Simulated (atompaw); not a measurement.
**A PAW (atompaw) potential for Dy, from input to tests**

Aim: build the potential from the settings below, then test how well it stands in for the atom: scattering, ghost states and the plane-wave cutoff that it needs.

Method: atompaw 4.2.0.5, PBE, scalar-relativistic.

## (1) The atom and the settings

Typed settings, in words:

```json
{
  "element": "dysprosium (Dy, Z = 66)",
  "type": "PAW",
  "frozen core": "[Kr]",
  "valence charge": "30",
  "reference configuration": "4d10 4f10 5s2 5p6 5d0 6s2 6p0",
  "partial waves": "5s (bound): rc 2.10 bohr; 6s (bound): rc 2.85 bohr; 5p (bound): rc 2.75 bohr; 6p (bound, empty): rc 2.85 bohr; 4d (bound): rc 0.85 bohr; 5d (bound, empty): rc 0.85 bohr; 4f (bound): rc 0.80 bohr; 4f channel at 2.1 Ry: rc 0.80 bohr",
  "local potential": "bessel scheme, radius 1.90 bohr",
  "core correction": "smooth core density matched at 1.85 bohr",
  "augmentation charge": "sinc compensation charge, radius 2.30 bohr; PAW radius 2.85 bohr; waves and projectors: modrrkj vanderbiltortho"
}
```

The outer shells as boxes (Hund's rule for the drawing; the calculation is spin-unpolarised):

```
[Kr] core
4d [↑↓][↑↓][↑↓][↑↓][↑↓]
4f [↑↓][↑↓][↑↓][↑ ][↑ ][↑ ][↑ ]
5s [↑↓]
5p [↑↓][↑↓][↑↓]
5d [  ][  ][  ][  ][  ]
6s [↑↓]
6p [  ][  ][  ]
```

The nodes and maxima of the atom's own shells, from an earlier all-electron run, set the scale for the radii.

All-electron outer shells of the reference configuration (PBE, scalar-relativistic, ld1.x):

```
shell  level (eV)  outermost node (bohr)  outermost maximum (bohr)
   4s     -393.41                   0.28                      0.50
   4p     -291.60                   0.28                      0.51
   4d     -153.01                   0.26                      0.53
   5s      -48.92                   0.63                      1.16
   5p      -25.35                   0.67                      1.33
   6s       -3.75                   1.57                      3.48
   4f       -3.11                      –                      0.54
   5d       -1.17                   0.76                      2.11
   6p       -1.16                   1.93                      4.82
```

## (2) Generation

File Dy.input:

```
Dy 66
GGA-PBE scalarrelativistic loggrid 2001 logderivrange -13 5 451
6 6 5 4 0 0
6 1 0
5 2 0
4 3 10
0 0 0
c
c
c
c
v
v
c
c
c
v
v
c
v
v
v
3
2.85 2.30 1.90 1.85
n
n
n
y
2.1
n
modrrkj vanderbiltortho sinc
bessel
2.10
2.85
2.75
2.85
0.85
0.85
0.80
0.80
PWSCFOUT
UPFDX 0.0125d0 UPFXMIN -7.d0 UPFZMESH 66.d0
END
```

The run is started by

```
$ atompaw < Dy.input > Dy.log
```

Before running it: what results should come out? Wanted: cutoffs for 10 and 1 mRy, occupied levels; bound ghosts; largest phase difference near zero energy, channels read; lowest eigenvalue of the overlap; share of valence orbitals outside the PAW sphere; UPF file.

The runs gave:

| quantity | value |
| --- | --- |
| cutoffs for 10 and 1 mRy, occupied levels | 300 Ry and over 300 Ry |
| bound ghosts | none found |
| largest phase difference near zero energy, channels read | 0.097 rad |
| lowest eigenvalue of the overlap (Bessel basis) | 0.050 (f) |
| share of valence orbitals outside the PAW sphere | 5s 0 %, 6s 81 %, 5p 3 %, 6p 95 %, 4d 0 %, 5d 55 %, 4f 1 % |
| UPF file | written |

**Reading.** By its cutoff, 300 Ry for the looser tolerance, it is very hard. The tighter tolerance needs over 300 Ry, and converged work needs a cutoff nearer that. It is free of bound ghosts as far as tested. Of the channels read, f scatters worst near zero energy, by up to 0.10 rad. All of this concerns the isolated atom, not yet a solid.
